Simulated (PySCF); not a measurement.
# CH₅BCl₃N: geometry, spin-spin couplings

What spin-spin couplings should CH₅BCl₃N (`[NH3+][BH2-]C(Cl)(Cl)Cl`) show?

The runs use PySCF 2.14.0, with density-fitted response routines of our own; the level of theory stands in each step. All values are computed, except where a source is named. Atoms are numbered from 0 throughout.

### 1 The molecule as given

11 atoms, charge 0, multiplicity 1; geometry from: GFN2-xTB. The atoms were then displaced at random by about 0.01 Å, so the start is not that level's minimum.

Bonds of the start (Å): N0–B1 1.58, B1–C2 1.64, C2–Cl3 1.82, C2–Cl4 1.80, C2–Cl5 1.80, N0–H6 1.01, N0–H7 1.05, N0–H8 1.01, B1–H9 1.18, B1–H10 1.17.

### 2 Relaxing the molecule at PBE0-D3(BJ)/def2-SVP

Job settings and geometry (Å):

```
{"job": {"xc": "PBE0", "basis": "def2-SVP", "d3": "d3bj", "grid": 1, "shake": 0.01, "kind": "geom"}, "charge": 0, "multiplicity": 1}
N     -1.306340     0.058940    -0.142460
B      0.069080    -0.569370    -0.601180
C      1.114810     0.192370     0.401130
Cl     2.852830    -0.285400     0.178060
Cl     1.045280     1.975630     0.189860
Cl     0.706980    -0.104450     2.131610
H     -1.439380    -0.114870     0.846280
H     -1.233960     1.098910    -0.275900
H     -2.107290    -0.277680    -0.663260
H      0.051270    -1.727100    -0.367110
H      0.284840    -0.272810    -1.712700
```

Command:

```console
OMP_NUM_THREADS=1 python probes_run.py task.json out
```

This one command runs all jobs of the session in turn.

**Question.** This job is followed by: B3LYP/cc-pVTZ indirect spin-spin coupling, non-relativistic, gas phase; B3LYP/6-31G* indirect spin-spin coupling, non-relativistic, gas phase. Predict these results of the whole session: point group; rotational constants (main isotopes); largest coupling of the table (B3LYP/cc-pVTZ); range of J(B1,H9), mean over like pairs.

As calculated:

| quantity | value |
| --- | --- |
| point group | Cs |
| rotational constants (main isotopes) | 1.92, 1.49, 1.34 GHz |
| largest coupling of the table (B3LYP/cc-pVTZ) | 1J(B,H) B1–H9, 115.9 Hz (mean over like pairs) |
| range of J(B1,H9), mean over like pairs | 115.9 to 131.9 Hz |

**Reading.** The start of the PBE0/def2-SVP relaxation was shaken at random by about 0.01 Å, so part of the energy gained, and of the first lengths quoted, undoes that. Over 4 steps the energy fell by 0.137 eV; of the close pairs, C2–Cl3 changed most, 1.816 to 1.762 Å. No frequency check was run at this level, so the end point may be a saddle. In the run at B3LYP/cc-pVTZ, the largest coupling of the table is B1–H9 (mean over like pairs), 115.9 Hz, of which the Fermi-contact term gives 115.2 Hz. The coupling B1–H9, as a mean over pairs of its kind, runs from 115.9 Hz (B3LYP/cc-pVTZ) to 131.9 Hz (B3LYP/6-31G*). Couplings from bases without tight functions are rough.
